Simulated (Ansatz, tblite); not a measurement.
# The cluster Al₁₃As₁₄H₃₄+: rung by rung

How do method and basis change the picture of the cluster Al₁₃As₁₄H₃₄+ (singlet)?

Method: as each input shows; program: Ansatz 0.2.0, Gaussian basis.

Levels to be run: GFN1-xTB, GFN2-xTB, PBE-D4/def2-TZVP, r2SCAN-D4/def2-TZVP, LDA/def2-TZVP, PBE-D4/def2-SVP, PBE0-D4/def2-SVP, MP2/def2-SVP.

1 further run of the same task is left out (set aside as unsound or not needed). Runs told in other sessions of the task aren't counted.

## 1. The relaxed structure

The singlet was relaxed beforehand with PBE-D4/def2-SVP.

61 atoms, charge 1, spin multiplicity 1.

Bond lengths: Al1–As14 2.543 Å, Al1–As16 2.538 Å, Al1–H28 1.618 Å, Al1–H29 1.591 Å, Al2–As15 2.550 Å, Al2–As17 2.519 Å, Al2–H30 1.594 Å, Al2–H31 1.617 Å, Al3–As14 2.467 Å, Al3–As19 2.525 Å, Al3–As20 2.529 Å, Al3–H32 1.588 Å, Al4–As18 2.491 Å, Al4–As19 2.507 Å, Al4–As21 2.484 Å, Al4–H33 1.591 Å, Al5–As15 2.482 Å, Al5–As22 2.524 Å and more. Angles: As14–Al1–As16 103.7°, As14–Al1–H28 97.6°, As14–Al1–H29 113.7°, As16–Al1–H28 102.5°, As16–Al1–H29 111.6°, H28–Al1–H29 125.0°, As15–Al2–As17 99.4°, As15–Al2–H30 109.0°, As15–Al2–H31 103.5°, As17–Al2–H30 113.4°, As17–Al2–H31 105.1°, H30–Al2–H31 123.4°, As14–Al3–As19 108.3°, As14–Al3–As20 99.0°, As14–Al3–H32 122.0°, As19–Al3–As20 96.9°, As19–Al3–H32 110.8°, As20–Al3–H32 116.5° and more.

The ion is computed in the gas phase, without counter-ions or solvent.

PBE0-D4/def2-TZVP was run before; its log isn't repeated, and its numbers join the tables.

## 2. GFN1-xTB

Tight binding, by tblite at 300 K electronic temperature and without a spin-polarisation term:

```python
tblite.interface.Calculator('GFN1-xTB', numbers, positions, charge=1, uhf=0).singlepoint()
```

Energy -1860.9128 eV, HOMO -12.70 eV, LUMO -9.67 eV; 0.98 s.

## 3. GFN2-xTB

Tight binding, by tblite at 300 K electronic temperature and without a spin-polarisation term:

```python
tblite.interface.Calculator('GFN2-xTB', numbers, positions, charge=1, uhf=0).singlepoint()
```

Energy -1746.1316 eV, HOMO -11.88 eV, LUMO -9.49 eV; 1.1 s.

## 4. PBE-D4/def2-TZVP

start.molden holds the orbitals of an earlier run on this state, given as this run's starting guess.

The input, in.yaml:

```yaml
crystal:
  periodic: [false, false, false]
  atoms:
    - {symbol: Al, position_ang: [-4.117569, -1.373280, 2.589896]}
    - {symbol: Al, position_ang: [-4.154448, 1.937008, -0.485787]}
    - {symbol: Al, position_ang: [-1.761414, -4.035587, 1.891605]}
    - {symbol: Al, position_ang: [1.476198, -4.061875, -1.157232]}
    - {symbol: Al, position_ang: [-1.535301, 1.983211, -3.881039]}
    - {symbol: Al, position_ang: [1.527691, -1.251069, -3.947019]}
    - {symbol: Al, position_ang: [-1.497238, -1.006694, -1.002934]}
    - {symbol: Al, position_ang: [-1.050648, 2.013924, 1.903538]}
    - {symbol: Al, position_ang: [1.434514, -1.115934, 1.731484]}
    - {symbol: Al, position_ang: [1.450751, 1.670091, -1.100382]}
    - {symbol: Al, position_ang: [-0.934594, 5.050983, -0.967135]}
    - {symbol: Al, position_ang: [4.466714, -0.886011, -0.684644]}
    - {symbol: Al, position_ang: [3.898653, 2.586259, 2.682802]}
    - {symbol: As, position_ang: [-2.901690, -2.301332, 0.557933]}
    - {symbol: As, position_ang: [-2.822675, 0.643857, -2.234839]}
    - {symbol: As, position_ang: [-2.819031, 0.732870, 3.155373]}
    - {symbol: As, position_ang: [-2.335230, 3.448530, 0.381705]}
    - {symbol: As, position_ang: [0.011077, -2.445594, -2.358793]}
    - {symbol: As, position_ang: [-0.110733, -5.225301, 0.396679]}
    - {symbol: As, position_ang: [-0.085264, -2.570795, 3.091498]}
    - {symbol: As, position_ang: [2.807895, -2.545141, 0.290149]}
    - {symbol: As, position_ang: [-0.025754, 0.354641, -5.081339]}
    - {symbol: As, position_ang: [0.048451, 3.201822, -2.415989]}
    - {symbol: As, position_ang: [2.874103, 0.118862, -2.372040]}
    - {symbol: As, position_ang: [0.010249, 0.331943, 0.390545]}
    - {symbol: As, position_ang: [2.846486, 0.302784, 3.200973]}
    - {symbol: As, position_ang: [2.881285, 3.058591, 0.402324]}
    - {symbol: H, position_ang: [-3.557615, -2.432437, 3.677464]}
    - {symbol: H, position_ang: [-5.656062, -1.061145, 2.328401]}
    - {symbol: H, position_ang: [-5.338166, 2.721167, -1.209585]}
    - {symbol: H, position_ang: [-4.392396, 0.849785, 0.686797]}
    - {symbol: H, position_ang: [-2.564204, -5.073991, 2.785165]}
    - {symbol: H, position_ang: [2.304866, -5.056382, -2.082299]}
    - {symbol: H, position_ang: [-2.394250, 2.827657, -4.920278]}
    - {symbol: H, position_ang: [2.321495, -2.209169, -4.939713]}
    - {symbol: H, position_ang: [0.108584, 2.555603, 2.873444]}
    - {symbol: H, position_ang: [-1.851878, 5.984383, -1.879892]}
    - {symbol: H, position_ang: [0.278029, 5.561557, -0.044374]}
    - {symbol: H, position_ang: [5.711769, -1.617915, -1.355298]}
    - {symbol: H, position_ang: [4.562245, 0.235396, 0.475462]}
    - {symbol: H, position_ang: [5.448962, 2.290177, 2.465701]}
    - {symbol: H, position_ang: [3.205747, 3.582355, 3.717297]}
    - {symbol: H, position_ang: [-3.904856, -3.087638, -0.279432]}
    - {symbol: H, position_ang: [-3.818685, -0.176938, -3.050018]}
    - {symbol: H, position_ang: [-3.864141, 1.786419, 3.495350]}
    - {symbol: H, position_ang: [-2.281225, 0.546561, 4.574884]}
    - {symbol: H, position_ang: [-3.084055, 4.327205, 1.384436]}
    - {symbol: H, position_ang: [-0.871335, -3.319641, -3.247585]}
    - {symbol: H, position_ang: [-0.921537, -6.207242, -0.440598]}
    - {symbol: H, position_ang: [0.663536, -6.253687, 1.214259]}
    - {symbol: H, position_ang: [0.764965, -3.404878, 4.041214]}
    - {symbol: H, position_ang: [-0.812200, -1.729399, 4.130903]}
    - {symbol: H, position_ang: [3.576306, -3.444089, 1.256306]}
    - {symbol: H, position_ang: [-0.842423, -0.465096, -6.074885]}
    - {symbol: H, position_ang: [0.793141, 1.140498, -6.099496]}
    - {symbol: H, position_ang: [1.066748, 3.814044, -3.377182]}
    - {symbol: H, position_ang: [3.707736, 1.035480, -3.264706]}
    - {symbol: H, position_ang: [2.041328, 0.406521, 4.491880]}
    - {symbol: H, position_ang: [3.919155, -0.651141, 3.713660]}
    - {symbol: H, position_ang: [2.093342, 4.364708, 0.481096]}
    - {symbol: H, position_ang: [4.004594, 3.544484, -0.505720]}
basis:
  gaussian: {orbitals: def2-TZVP, fitting: {mean_field: def2-universal-jkfit}, initial_orbitals: start.molden}
total_charge: 1
hamiltonian: {xc: pbe, dispersion: d4}
scf: {omitted_lower_state_checks: [starts]}
output: {forces: true, orbitals: {seedname: orbitals}}
```

The run is started by

```sh
$ ansatz run in.yaml --threads 11 --pin off --events-out ev --progress --plain --max-ram 174080MiB --backend cuda --devices 0, --max-vram 75GiB
```

Further steps of the session: r2SCAN-D4/def2-TZVP; LDA/def2-TZVP; PBE-D4/def2-SVP; PBE0-D4/def2-SVP; MP2/def2-SVP.

**Question.** What will the summary of the whole plan be? Wanted: gap in def2-TZVP, named functionals, smallest and largest; correlation energy, MP2/def2-SVP; PBE0 total energy, smallest basis above largest.

As calculated:

| quantity | value |
| --- | --- |
| gap in def2-TZVP, named functionals, smallest and largest | 3.41 eV (LDA), 5.16 eV (PBE0-D4) |
| correlation energy, MP2/def2-SVP | -116.35 eV |
| PBE0 total energy, smallest basis above largest | 134.43 eV (def2-SVP, def2-TZVP) |

In words: Orbital gaps of the named functionals in def2-TZVP span 3.41 eV (LDA) to 5.16 eV (PBE0-D4); exact exchange widens it.
